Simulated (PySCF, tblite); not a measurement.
# C5H8Br2Si: geometry, infrared bands and NMR shifts

Aim: predict the infrared bands and NMR shifts of C5H8Br2Si (`C=C[SiH2]C/C(Br)=C\Br`).

The runs use tblite 0.8.0 and PySCF 2.14.0, with density-fitted response routines of our own; the level of theory stands in each step. All values are computed, except where a source is named. Atoms count from 0, in the outputs and in this text.

**1. The molecule as given**

16 atoms, charge 0, multiplicity 1; geometry from: force field or distance geometry start.

Bonds of the start (Å): C0–C1 1.34, C1–Si2 1.85, Si2–C3 1.89, C3–C4 1.50, C4–Br5 1.88, C4–C6 1.35, C6–Br7 1.85, C0–H8 1.08, C0–H9 1.09, C1–H10 1.08, Si2–H11 1.48, Si2–H12 1.48, C3–H13 1.09, C3–H14 1.11, C6–H15 1.08.

**2. Relaxing the molecule with GFN2-xTB**

What the job is given:

```
{"job": {"kind": "relax", "xc": "GFN2-xTB", "basis": "xTB"}, "charge": 0, "multiplicity": 1}
C      2.110000     0.701000    -0.805500
C      1.535100    -0.495400    -0.643000
Si     0.809700    -1.143100     0.928300
C     -1.048500    -0.809400     1.017000
C     -1.466700     0.631300     0.944500
Br    -1.377700     1.572800     2.565200
C     -1.934500     1.260700    -0.157800
Br    -2.138700     0.542100    -1.846700
H      2.516300     0.985700    -1.768700
H      2.170000     1.434000     0.000800
H      1.490200    -1.198100    -1.465700
H      1.488500    -0.525100     2.087200
H      1.035100    -2.601700     1.000200
H     -1.526700    -1.403900     0.232900
H     -1.429700    -1.242500     1.961700
H     -2.240100     2.300400    -0.112400
```

Started as:

```console
OMP_NUM_THREADS=1 python probes_run.py task.json out
```

This one command runs all jobs of the session in turn.

What it wrote:

```text
step      E/eV     max force
  0    -669.57615    1.816
  1    -669.66652    1.044
  2    -669.69237    0.390
  3    -669.70264    0.277
  4    -669.71771    0.276
  5    -669.72107    0.216
  6    -669.72459    0.131
  7    -669.72788    0.128
  8    -669.72983    0.138
  9    -669.73238    0.148
 10    -669.73529    0.173
 11    -669.73816    0.130
 12    -669.74005    0.104
 13    -669.74140    0.104
 14    -669.74285    0.139
 15    -669.74449    0.114
 16    -669.74583    0.093
 17    -669.74670    0.075
 18    -669.74737    0.076
 19    -669.74821    0.081
 20    -669.74935    0.100
 21    -669.75061    0.104
 22    -669.75175    0.092
 23    -669.75276    0.094
 24    -669.75379    0.098
 25    -669.75485    0.096
 26    -669.75580    0.079
 27    -669.75656    0.084
 28    -669.75729    0.079
 29    -669.75812    0.117
 30    -669.75898    0.111
 31    -669.75965    0.059
 32    -669.76006    0.041
 33    -669.76035    0.043
 34    -669.76066    0.058
 35    -669.76100    0.057
 36    -669.76129    0.051
 37    -669.76156    0.041
 38    -669.76185    0.056
 39    -669.76222    0.066
 40    -669.76265    0.065
 41    -669.76304    0.046
 42    -669.76338    0.051
 43    -669.76376    0.064
 44    -669.76422    0.072
 45    -669.76464    0.054
 46    -669.76496    0.045
 47    -669.76521    0.041
 48    -669.76548    0.045
 49    -669.76577    0.050
 50    -669.76602    0.033
 51    -669.76619    0.034
 52    -669.76633    0.031
 53    -669.76646    0.028
 54    -669.76657    0.022
 55    -669.76664    0.019
 56    -669.76669    0.021
 57    -669.76676    0.022
 58    -669.76686    0.024
 59    -669.76697    0.027
 60    -669.76706    0.021
 61    -669.76711    0.018
 62    -669.76717    0.019
 63    -669.76724    0.021
 64    -669.76730    0.019
 65    -669.76736    0.016
 66    -669.76741    0.017
 67    -669.76748    0.022
 68    -669.76758    0.033
 69    -669.76769    0.033
 70    -669.76777    0.020
 71    -669.76783    0.016
 72    -669.76788    0.016
 73    -669.76793    0.021
 74    -669.76797    0.017
 75    -669.76799    0.010
 76    -669.76800    0.012
 77    -669.76802    0.012
 78    -669.76804    0.013
 79    -669.76805    0.009
```

Wall time 0.74 s (1 thread of Arm Neoverse V1, shared host).

Along the way: (not every step is listed)

| step | energy from step 0 (eV) | largest force (eV/Å) |
| --- | --- | --- |
| 0 | 0.0000 | 1.8156 |
| 1 | -0.0904 | 1.0437 |
| 2 | -0.1162 | 0.3900 |
| 3 | -0.1265 | 0.2773 |
| 4 | -0.1416 | 0.2765 |
| 5 | -0.1449 | 0.2158 |
| 6 | -0.1484 | 0.1306 |
| 7 | -0.1517 | 0.1276 |
| 8 | -0.1537 | 0.1376 |
| 14 | -0.1667 | 0.1392 |
| 20 | -0.1732 | 0.1005 |
| 26 | -0.1797 | 0.0789 |
| 32 | -0.1839 | 0.0413 |
| 38 | -0.1857 | 0.0556 |
| 44 | -0.1881 | 0.0720 |
| 50 | -0.1899 | 0.0331 |
| 56 | -0.1905 | 0.0211 |
| 62 | -0.1910 | 0.0193 |
| 68 | -0.1914 | 0.0326 |
| 74 | -0.1918 | 0.0170 |
| 75 | -0.1918 | 0.0103 |
| 76 | -0.1919 | 0.0121 |
| 77 | -0.1919 | 0.0120 |
| 78 | -0.1919 | 0.0126 |
| 79 | -0.1919 | 0.0089 |

Distances of close pairs at the start and the end, largest changes first:

| bond | before (Å) | after (Å) | change (Å) |
| --- | --- | --- | --- |
| Si2–C3 | 1.890 | 1.935 | +0.045 |
| C6–Br7 | 1.847 | 1.891 | +0.044 |
| C4–Br5 | 1.876 | 1.915 | +0.039 |
| C1–Si2 | 1.848 | 1.880 | +0.033 |
| C3–C4 | 1.502 | 1.470 | -0.032 |
| C4–C6 | 1.353 | 1.327 | -0.026 |
| C3–H14 | 1.107 | 1.089 | -0.018 |
| Si2–H11 | 1.478 | 1.464 | -0.015 |

The next job starts from the end point, and lists it.

**3. Harmonic vibrations with GFN2-xTB**

What the job is given:

```
{"job": {"kind": "ir", "xc": "GFN2-xTB", "basis": "xTB"}, "charge": 0, "multiplicity": 1}
C      2.001647     0.742672    -0.797736
C      1.405306    -0.431856    -0.653779
Si     0.817211    -1.144433     0.984022
C     -1.099176    -0.886133     1.045317
C     -1.429459     0.541155     0.922391
Br    -1.290094     1.559735     2.538498
C     -1.737155     1.221906    -0.174009
Br    -1.881266     0.393414    -1.867835
H      2.300802     1.124549    -1.761957
H      2.221497     1.378093     0.045711
H      1.215625    -1.019492    -1.544961
H      1.406361    -0.435185     2.120707
H      1.032350    -2.590455     1.058169
H     -1.564969    -1.443830     0.232337
H     -1.476416    -1.282064     1.987140
H     -1.929862     2.280869    -0.195898
```

What it wrote:

```text
mode    cm-1     km/mol
  1      18.2      0.15
  2      31.3      0.04
  3      60.0      0.15
  4     104.7      0.56
  5     139.8      4.41
  6     172.6      6.25
  7     206.7      0.64
  8     222.9      2.71
  9     282.4      0.58
 10     317.6      2.41
 11     453.3      8.04
 12     469.4     28.28
 13     519.6     49.42
 14     563.7     12.73
 15     607.1     38.12
 16     656.2     14.44
 17     683.8    153.75
 18     696.5      6.24
 19     731.3    113.49
 20     760.2    215.99
 21     762.2     10.14
 22     814.7    156.20
 23     925.6     14.89
 24    1009.5      5.14
 25    1027.1     23.28
 26    1034.7     54.16
 27    1138.9     14.62
 28    1185.4     65.48
 29    1233.1     26.92
 30    1273.1      0.94
 31    1418.7      4.61
 32    1451.7     13.93
 33    1643.7     28.68
 34    1663.8     13.52
 35    2265.6    380.35
 36    2269.5    180.53
 37    2987.6     18.63
 38    3000.1     11.42
 39    3026.3     24.59
 40    3078.5     17.39
 41    3099.2     31.22
 42    3106.0     32.05
```

Wall time 0.79 s (1 thread of Arm Neoverse V1, shared host).

The strongest bands and the atoms that carry them (share of the mass-weighted mode):

| cm⁻¹ | km/mol | atoms |
| --- | --- | --- |
| 684 | 153.8 | H11 29 %, H12 28 %, C1 11 %, C6 10 % |
| 731 | 113.5 | H15 32 %, Si2 19 %, C1 14 %, C6 12 % |
| 760 | 216.0 | H11 48 %, H12 41 % |
| 815 | 156.2 | H14 23 %, C3 21 %, H13 20 %, Si2 11 % |
| 1035 | 54.2 | C3 32 %, C4 27 %, H15 16 %, H14 14 % |
| 1185 | 65.5 | H13 43 %, H14 32 %, C3 22 % |
| 2266 | 380.4 | H12 91 % |
| 2270 | 180.5 | H11 91 % |

**4. Nuclear shieldings: PBE0/pcSseg-1**

The job, as its differences from that of step 3:

```diff
@@ -1,2 +1,2 @@
-{"job": {"kind": "ir", "xc": "GFN2-xTB", "basis": "xTB"}, "charge": 0, "multiplicity": 1}
+{"job": {"kind": "nmr", "xc": "PBE0", "basis": "pcSseg-1"}, "charge": 0, "multiplicity": 1}
 C      2.001647     0.742672    -0.797736
```

Level: GIAO PBE0/pcSseg-1 NMR shielding, non-relativistic, gas phase.

What it wrote:

```text
coarse grid: 66752 points
cycle   1  E = -5631.5118957620  dE = -1.596e+00  |g| = 1.028e+00  |ddm| = 3.968e+00
cycle   2  E = -5631.5191751474  dE = -7.279e-03  |g| = 6.070e-01  |ddm| = 6.811e-01
cycle   3  E = -5631.5589226905  dE = -3.975e-02  |g| = 1.664e-01  |ddm| = 4.947e-01
cycle   4  E = -5631.5644572560  dE = -5.535e-03  |g| = 5.311e-02  |ddm| = 1.715e-01
cycle   5  E = -5631.5650939325  dE = -6.367e-04  |g| = 1.372e-02  |ddm| = 5.073e-02
cycle   6  E = -5631.5651422003  dE = -4.827e-05  |g| = 2.197e-03  |ddm| = 1.178e-02
cycle   7  E = -5631.5651430260  dE = -8.257e-07  |g| = 8.299e-04  |ddm| = 2.900e-03
final grid: 137096 points
cycle   8  E = -5631.5651512523  dE =  2.814e-07  |g| = 1.405e-03  |ddm| = 2.724e-03
cycle   9  E = -5631.5651500081  dE =  1.244e-06  |g| = 2.590e-03  |ddm| = 3.809e-03
cycle  10  E = -5631.5651517540  dE = -1.746e-06  |g| = 1.900e-04  |ddm| = 2.477e-03
cycle  11  E = -5631.5651517606  dE = -6.609e-09  |g| = 2.597e-05  |ddm| = 1.658e-04
cycle  12  E = -5631.5651517608  dE = -1.655e-10  |g| = 6.535e-06  |ddm| = 3.318e-05
converged SCF energy = -5631.5651517608

GIAO shielding tensors (ppm)
atom      isotropic    diamagn.    paramagn.     s11        s22        s33       span
  0 C       40.750     253.564    -212.813    -86.763     44.281    164.732    251.495
  1 C       48.590     260.782    -212.192    -68.896     32.750    181.915    250.811
  2 Si     390.446     879.843    -489.396    360.280    387.021    424.038     63.758
  3 C      158.065     250.869     -92.804    140.483    153.318    180.396     39.913
  4 C       39.850     256.502    -216.652    -62.523     77.575    104.499    167.021
  5 Br    1908.658    3122.396   -1213.739   1346.040   1492.392   2887.541   1541.500
  6 C       64.658     249.877    -185.219    -24.147    101.636    116.486    140.633
  7 Br    2035.172    3124.646   -1089.474   1469.584   1947.709   2688.223   1218.639
  8 H       25.211      29.529      -4.318     21.351     25.040     29.242      7.892
  9 H       25.461      31.359      -5.898     21.026     25.112     30.247      9.221
 10 H       25.218      31.828      -6.611     22.251     25.442     27.960      5.708
 11 H       27.188      29.038      -1.850     23.308     26.865     31.391      8.083
 12 H       27.179      28.550      -1.371     23.888     24.571     33.079      9.192
 13 H       28.812      30.740      -1.928     23.583     29.701     33.153      9.570
 14 H       29.795      29.142       0.654     24.388     29.304     35.695     11.308
 15 H       25.531      30.333      -4.802     18.510     27.934     30.149     11.639
```

It took 66 s on 1 thread of Arm Neoverse V1, shared host; peak memory 1.1 GiB.

Shifts follow as δ = σ(reference) − σ, with reference shieldings (ppm) from runs at the same level and on the same kind of geometry: 1H TMS 31.72, 13C TMS 186.9, 29Si TMS 349.2, 79Br HBr 2622. The references are single molecules in the gas phase. Atoms listed in one row are averaged.

| atoms | environment | σ (ppm) | δ (ppm) | δ scaled to CDCl3 |
| --- | --- | --- | --- | --- |
| C4 | fully substituted alkene carbon | 39.9 | 147.1 | 126.8 |
| C0 | terminal =CH2 carbon | 40.8 | 146.2 | 140.8 |
| C1 | alkene CH | 48.6 | 138.3 | 133.1 |
| C6 | alkene CH | 64.7 | 122.3 | 102.6 |
| C3 | allylic sp3 CH2 bonded to Si | 158.1 | 28.9 | 26.3 |
| H8 | hydrogen on a terminal =CH2 carbon | 25.21 | 6.51 | 6.24 |
| H10 | hydrogen on an alkene CH | 25.22 | 6.50 | 6.23 |
| H9 | hydrogen on a terminal =CH2 carbon | 25.46 | 6.26 | 6.00 |
| H15 | hydrogen on an alkene CH | 25.53 | 6.19 | 5.94 |
| H11, H12 | hydrogen on a silicon bonded to 2 C | 27.18 | 4.53 | – |
| H13, H14 | hydrogen on an allylic sp3 CH2 bonded to Si | 29.30 | 2.41 | 2.38 |
| Si2 | silicon bonded to 2 C, 2 H | 390.4 | -41.3 | – |
| Br5 | bromine bonded to C | 1909 | 713 | – |
| Br7 | bromine bonded to C | 2035 | 587 | – |

The scaled column applies a straight-line fit of computed shieldings to shifts measured in CDCl3, with any fitted terms for Cl, Br or S neighbours (root-mean-square error 0.16 ppm for H, 1.9 ppm for C).

Charges from the same density, by scheme (e):

| atoms | Mulliken | IAO | Hirshfeld | ESP fit |
| --- | --- | --- | --- | --- |
| C0 | -0.14 | -0.27 | -0.08 | -0.27 |
| C1 | -0.49 | -0.42 | -0.14 | -0.32 |
| Si2 | 0.71 | 0.76 | 0.34 | 0.43 |
| C3 | -0.38 | -0.54 | -0.17 | -0.22 |
| C4 | -0.25 | -0.04 | 0.00 | -0.03 |
| Br5 | -0.08 | 0.00 | 0.00 | -0.04 |
| C6 | 0.01 | -0.26 | -0.08 | -0.28 |
| Br7 | -0.10 | 0.02 | 0.01 | -0.01 |

Mayer bond orders: C0–C1 1.99, C1–Si2 0.91, Si2–C3 0.84, C3–C4 1.05, C4–Br5 1.04, C4–C6 1.74, C6–Br7 1.05.

**5. Summary of results**

```
                                                              quantity                                   value
                             strongest single infrared mode (GFN2-xTB)                   2266 cm⁻¹, 380 km/mol
                                          zero-point energy (GFN2-xTB)                           67.3 kcal/mol
                                13C shifts against TMS (PBE0/pcSseg-1)    147.1, 146.2, 138.3, 122.3, 28.9 ppm
1H shifts against TMS (PBE0/pcSseg-1, means over atoms taken as alike)  6.51, 6.50, 6.26, 6.19, 4.53, 2.41 ppm
                               29Si shifts against TMS (PBE0/pcSseg-1)                               -41.3 ppm
                               79Br shifts against HBr (PBE0/pcSseg-1)                            713, 587 ppm
```

What this shows: The optimisation took 79 steps and gained 0.192 eV; among the close pairs (by a distance rule), Si2–C3 changed most, from 1.890 to 1.935 Å. No mode is imaginary among the 42: a minimum at this level. GFN2-xTB is a fitted tight-binding method: band positions and strengths are rough. Its intensities can rank the bands wrongly. C4, C6 stand next to heavy halogen, whose spin-orbit shielding this run leaves out, so the computed shift lies too far downfield, most of all for carbon beside Br or I. At PBE0/pcSseg-1: Shielding is most anisotropic at Br5 (span 1542 ppm, paramagnetic term -1214 ppm). Spin-orbit coupling is left out, which matters for shieldings and couplings at and beside the heavy atoms.
